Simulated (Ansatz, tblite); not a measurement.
# The cluster B8N+: charged states by level of theory

Aim: the energy of adding an electron for the cluster B8N+, by energy differences, and how well orbital energies stand in for it.

Program: Ansatz 0.2.0, Gaussian basis. Level of theory: as each input shows. These are calculated values, not measurements.

Levels to be run: charge 0 doublet, at the geometry of the singlet (PBE0-D4/def2-TZVP, PBE-D4/def2-TZVP, r2SCAN-D4/def2-TZVP); the starting singlet's energies come from earlier runs.

2 further runs of the same task are left out: 2 set aside as unsound or not needed. Runs told in other sessions of the task aren't counted.

**1. The relaxed structure**

The singlet was relaxed beforehand with PBE0-D4/def2-SVP. At that level it is the lowest of the isomers that a small search found.

9 atoms, charge 1, spin multiplicity 1.

Atoms are counted from 1 here; the program's logs count them from 0.

Bond lengths: N1–B2 1.334 Å, N1–B3 1.334 Å, B2–B3 1.950 Å, B2–B8 1.632 Å, B3–B6 1.632 Å, B4–B7 1.576 Å, B4–B8 1.594 Å, B4–B9 1.727 Å, B5–B6 1.594 Å, B5–B7 1.576 Å, B5–B9 1.727 Å, B6–B9 1.720 Å, B7–B9 1.741 Å, B8–B9 1.720 Å. Angles: B2–N1–B3 93.9°, N1–B2–B3 43.0°, N1–B2–B8 152.8°, B3–B2–B8 110.0°, N1–B3–B2 43.0°, N1–B3–B6 152.8°, B2–B3–B6 110.0°, B7–B4–B8 124.4°, B7–B4–B9 63.4°, B8–B4–B9 62.2°, B6–B5–B7 124.4°, B6–B5–B9 62.2°, B7–B5–B9 63.4°, B3–B6–B5 153.3°, B3–B6–B9 94.5°, B5–B6–B9 62.7°, B4–B7–B5 122.0°, B4–B7–B9 62.5° and more.

The ion is computed in the gas phase, without counter-ions or solvent.

**2. Charge 0 doublet at the fixed geometry, PBE0-D4/def2-TZVP**

File in.yaml:

```yaml
crystal:
  periodic: [false, false, false]
  atoms:
    - {symbol: N, position_ang: [0.693478, 1.731702, -1.688418]}
    - {symbol: B, position_ang: [0.077486, 1.809459, -0.507596]}
    - {symbol: B, position_ang: [0.699353, 0.397663, -1.700189]}
    - {symbol: B, position_ang: [-0.680392, -0.022831, 1.925501]}
    - {symbol: B, position_ang: [0.198608, -2.018430, 0.239750]}
    - {symbol: B, position_ang: [0.467057, -1.060749, -1.005875]}
    - {symbol: B, position_ang: [-0.419589, -1.544275, 1.609340]}
    - {symbol: B, position_ang: [-0.510223, 1.157940, 0.868334]}
    - {symbol: B, position_ang: [-0.525777, -0.450488, 0.259142]}
basis:
  gaussian: {orbitals: def2-TZVP}
magnetization: {spin_polarized: true, initial_magnetization: 1}
hamiltonian: {xc: pbe0, dispersion: d4}
scf: {omitted_lower_state_checks: [starts]}
output: {orbitals: {seedname: orbitals}}
```

Command:

```sh
$ ansatz run in.yaml --threads 4 --pin off --events-out ev --progress --plain --max-ram 4787MiB
```

Standard output:

```text
Functional definition: PBE0
  name "PBE0"
  cite "Adamo & Barone, J. Chem. Phys. 110, 6158 (1999) doi:10.1063/1.478522"
  cite "Perdew, Burke & Ernzerhof, Phys. Rev. Lett. 77, 3865 (1996) doi:10.1103/PhysRevLett.77.3865"
  parent pbe
  parameter a = 0.25
  parameter kappa = 0.804
  parameter beta = 0.06672455060314922
  exchange = (1 - a)*pbe_x(kappa = kappa, mu = beta*pi^2/3) + a*exact_x
  correlation = pbe_c(beta = beta)
these checks for a lower state are left out or cut short: starts
1507 factors; their error is unknown
mean field evaluation 1: about -6874.7809 eV, gradient 5.0e1 eV
mean field evaluation 2: about -6861.8452 eV, gradient 6.8e1 eV
mean field evaluation 4: about -6887.0368 eV, gradient 9.9e0 eV
mean field evaluation 8: about -6887.7354 eV, gradient 1.3e-1 eV
mean field evaluation 16: about -6887.7437 eV, gradient 1.2e-3 eV
mean field -6887.74369626 eV, -253.1199121573 hartree, gradient 4.5e-5 eV, S^2 0.769614; 0 other end points of the search recorded, 0 dependent functions left out
reference -6887.74372980 eV, -253.1199133899 hartree; 24, 23 occupied and 255, 256 virtual orbitals, 1507 factors
Total energy: -6888.03233721 eV, -253.1305195163 hartree
Checks for a lower state left out: starts
```

Run time: 7.5 s. Hardware: 4 threads of Intel Xeon Platinum 8488C, shared host; peak memory 1.1 GiB.

Report: HOMO -6.52 eV, LUMO -4.14 eV (over both spins); ⟨S²⟩ 0.770 (pure: 0.75).

**3. Charge 0 doublet at the fixed geometry, PBE-D4/def2-TZVP**

start.molden holds the orbitals of an earlier run on this state, given as this run's starting guess.

Changes to in.yaml since step 2:

```diff
@@ -13,5 +13,5 @@
 basis:
-  gaussian: {orbitals: def2-TZVP}
+  gaussian: {orbitals: def2-TZVP, initial_orbitals: start.molden}
 magnetization: {spin_polarized: true, initial_magnetization: 1}
-hamiltonian: {xc: pbe0, dispersion: d4}
+hamiltonian: {xc: pbe, dispersion: d4}
 scf: {omitted_lower_state_checks: [starts]}
```

Same command.

Standard output:

```text
Functional definition: PBE
  name "PBE"
  cite "Perdew, Burke & Ernzerhof, Phys. Rev. Lett. 77, 3865 (1996) doi:10.1103/PhysRevLett.77.3865"
  parent pbe
  parameter kappa = 0.804
  parameter beta = 0.06672455060314922
  exchange = pbe_x(kappa = kappa, mu = beta*pi^2/3)
  correlation = pbe_c(beta = beta)
these checks for a lower state are left out or cut short: starts
1507 factors; their error is unknown
mean field evaluation 1: about -6886.9624 eV, gradient 6.5e0 eV
mean field evaluation 2: about -6887.0988 eV, gradient 1.6e-1 eV
mean field evaluation 4: about -6887.0822 eV, gradient 4.7e-3 eV
mean field evaluation 8: about -6887.0822 eV, gradient 2.2e-5 eV
mean field -6887.08217286 eV, -253.0956016205 hartree, gradient 2.2e-5 eV, S^2 0.758461; 0 other end points of the search recorded, 0 dependent functions left out
reference -6887.08221742 eV, -253.0956032582 hartree; 24, 23 occupied and 255, 256 virtual orbitals, 1507 factors
Total energy: -6887.42222326 eV, -253.1080982425 hartree
Checks for a lower state left out: starts
```

It took 3.8 s on 4 threads of Intel Xeon Platinum 8488C, shared host.

Report: HOMO -5.77 eV, LUMO -5.04 eV (over both spins); ⟨S²⟩ 0.758 (pure: 0.75).

**4. Charge 0 doublet at the fixed geometry, r2SCAN-D4/def2-TZVP**

Changes to in.yaml since step 3:

```diff
@@ -15,3 +15,3 @@
 magnetization: {spin_polarized: true, initial_magnetization: 1}
-hamiltonian: {xc: pbe, dispersion: d4}
+hamiltonian: {xc: r2scan, dispersion: d4}
 scf: {omitted_lower_state_checks: [starts]}
```

Same command.

Standard output:

```text
Functional definition: r2SCAN
  name "r2SCAN"
  cite "Furness, Kaplan, Ning, Perdew & Sun, J. Phys. Chem. Lett. 11, 8208 (2020) doi:10.1021/acs.jpclett.0c02405"
  cite "Furness, Kaplan, Ning, Perdew & Sun, J. Phys. Chem. Lett. 11, 9248 (2020) doi:10.1021/acs.jpclett.0c03077"
  parent r2scan
  parameter k0 = 0.174
  parameter k1 = 0.065
  parameter a1 = 4.9479
  exchange = r2scan_x(k0 = k0, k1 = k1, a1 = a1)
  correlation = r2scan_c
these checks for a lower state are left out or cut short: starts
1507 factors; their error is unknown
mean field evaluation 1: about -6892.9524 eV, gradient 4.0e0 eV
mean field evaluation 2: about -6893.0072 eV, gradient 7.0e-2 eV
mean field evaluation 4: about -6892.9939 eV, gradient 1.4e-3 eV
mean field evaluation 8: about -6892.9939 eV, gradient 1.9e-5 eV
mean field -6892.99391536 eV, -253.3128541504 hartree, gradient 1.9e-5 eV, S^2 0.773092; 0 other end points of the search recorded, 0 dependent functions left out
reference -6892.99393524 eV, -253.3128548810 hartree; 24, 23 occupied and 255, 256 virtual orbitals, 1507 factors
Total energy: -6893.07215074 eV, -253.3157292475 hartree
Checks for a lower state left out: starts
```

Wall time 6.5 s (4 threads of Intel Xeon Platinum 8488C, shared host).

HOMO -6.00 eV, LUMO -4.74 eV (over both spins); ⟨S²⟩ 0.773 (pure: 0.75).

**5. Vertical electron affinity**

Starting state less charged state (positive: the electron is bound), singlet to doublet; the starting state's energies are those of its earlier runs.

```csv
level,vertical electron affinity (eV),time
PBE-D4/def2-TZVP,+8.30,6.2 s
r2SCAN-D4/def2-TZVP,+8.34,11 s
PBE0-D4/def2-TZVP,+8.25,12 s
```

Times add the two runs; a level without a time comes out of a correlated run.

Beside −ε(LUMO) of the starting state:

```csv
level,−ε(LUMO) (eV),by difference (eV),mismatch (eV)
PBE-D4/def2-TZVP,10.77,8.30,+2.47
r2SCAN-D4/def2-TZVP,10.63,8.34,+2.29
PBE0-D4/def2-TZVP,9.91,8.25,+1.67
```

**6. What came out**

| quantity | value |
| --- | --- |
| vertical electron affinity, functionals in def2-TZVP | 8.25 (PBE0-D4) to 8.34 eV (r2SCAN-D4) |

The vertical electron affinity spans 8.25 to 8.34 eV over the functionals. −ε(LUMO) misses the level's own difference by +1.67 eV at best (PBE0-D4) and +2.47 eV at worst (PBE-D4).
